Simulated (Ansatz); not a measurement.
# B₂HF₃: small, medium and large basis sets

The task here is to estimate one member of a computed series from the others.

The runs use Ansatz 0.2.0, Gaussian basis; one geometry, several basis sets.

Levels to be run: PBE0-D4/def2-SVP; ωB97M-V/def2-SVP; PBE0-D4/def2-QZVPP; ωB97M-V/def2-QZVPP; the functionals' def2-TZVPP values are taken from earlier runs.

## The relaxed structure

An earlier PBE0-D4 in a triple-zeta def2 set relaxation fixed the geometry.

6 atoms, charge 0, spin multiplicity 1.

Atoms are counted from 1 here; the program's logs count them from 0.

Bond lengths: F1–B2 1.322 Å, B2–B3 1.719 Å, B2–H6 1.202 Å, B3–F4 1.321 Å, B3–F5 1.321 Å. Angles: F1–B2–B3 119.8°, F1–B2–H6 116.4°, B3–B2–H6 123.9°, B2–B3–F4 121.8°, B2–B3–F5 121.8°, F4–B3–F5 116.3°.

Set-up of the first run:

in.yaml reads:

```yaml
crystal:
  periodic: [false, false, false]
  atoms:
    - {symbol: F, position_ang: [0.018769, 0.817258, 1.701293]}
    - {symbol: B, position_ang: [-0.331009, -0.076595, 0.792319]}
    - {symbol: B, position_ang: [0.317237, 0.023839, -0.796503]}
    - {symbol: F, position_ang: [1.427807, -0.605268, -1.136890]}
    - {symbol: F, position_ang: [-0.288001, 0.702861, -1.754418]}
    - {symbol: H, position_ang: [-1.102804, -0.926294, 1.147998]}
basis:
  gaussian: {orbitals: def2-SVP}
hamiltonian: {xc: pbe0, dispersion: d4}
output: {orbitals: {seedname: orbitals}}
```

Run with:

```console
$ ansatz run in.yaml --threads 2 --pin off --events-out ev --progress --plain --max-ram 4352MiB
```

Among the steps run: PBE0-D4 in def2-SVP; ωB97M-V in def2-SVP; PBE0-D4 in def2-QZVPP; ωB97M-V in def2-QZVPP.

One table of the session follows, with a row left open; its other results are not shown here.

It belongs to the step «Functionals by basis». 

| functional | basis | HOMO (eV) |
| --- | --- | --- |
| PBE0-D4 | def2-SVP | -8.80 |
| PBE0-D4 | def2-TZVPP | ? |
| PBE0-D4 | def2-QZVPP | -8.95 |
| ωB97M-V | def2-SVP | -11.08 |
| ωB97M-V | def2-TZVPP | -11.23 |
| ωB97M-V | def2-QZVPP | -11.26 |

Q: Estimate the row for PBE0-D4, def2-TZVPP from the others.

The run gave: HOMO (eV): -8.93. In the column «HOMO (eV)» it lies between PBE0-D4, def2-QZVPP (-8.95) and PBE0-D4, def2-SVP (-8.80).
